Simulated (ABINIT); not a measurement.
NbSi, 2 atoms in the cell. Symmetry: Pm-3m, No. 221, cubic system. Conventional cell: a = 3.148 Å, b = 3.148 Å, c = 3.148 Å, α = 90.00°, β = 90.00°, γ = 90.00°. Nb (site symmetry m-3m) is surrounded by 8 Si at 2.73 Å. Around Si (site symmetry m-3m) lie 8 Nb at 2.73 Å. The cell was built by a generator and needn't be a form met in nature. The cell isn't the ideal one: cell relaxed at zero pressure by an earlier run.

```yaml
Program: ABINIT 10.8.3 (patched build)
Task: phonons
Functional: PBE
Dispersion: D2
Potentials_or_basis: Ansatz PAW PBE default generated set, frozen core
Cutoff: 419 eV
k_mesh: 6 × 6 × 6, shifted
Occupations: fermi-dirac, width 0.05 eV
Spin: spin-orbit coupling, no magnetisation
Cutoff_smearing_ecutsm_Ha: 0.5
Stop_of_the_response_cycle_tolvrs: 1e-08
Acoustic_sum_rule_asr: 1
Fine-grid_cutoff: 838.111 eV
```

Potentials or basis: Ansatz PAW PBE default generated set, frozen core.

The run is started by

```console
$ abinit run.abi > log 2>&1
$ mrgddb < mrgddb.in > mrgddb.log 2>&1
$ anaddb anaddb.abi > anaddb.log 2>&1
```

Hardware: 1 thread of Arm Neoverse V1, with other jobs on the host.

**Question.** Estimate the wall time of this run.

**Answer.** It took 5.5 min on 1 thread of Arm Neoverse V1 (shared host), peak memory 0.75 GiB. Counts: scf iterations 34, mpi ranks 1, k points 11, bands 30, plane waves 615.
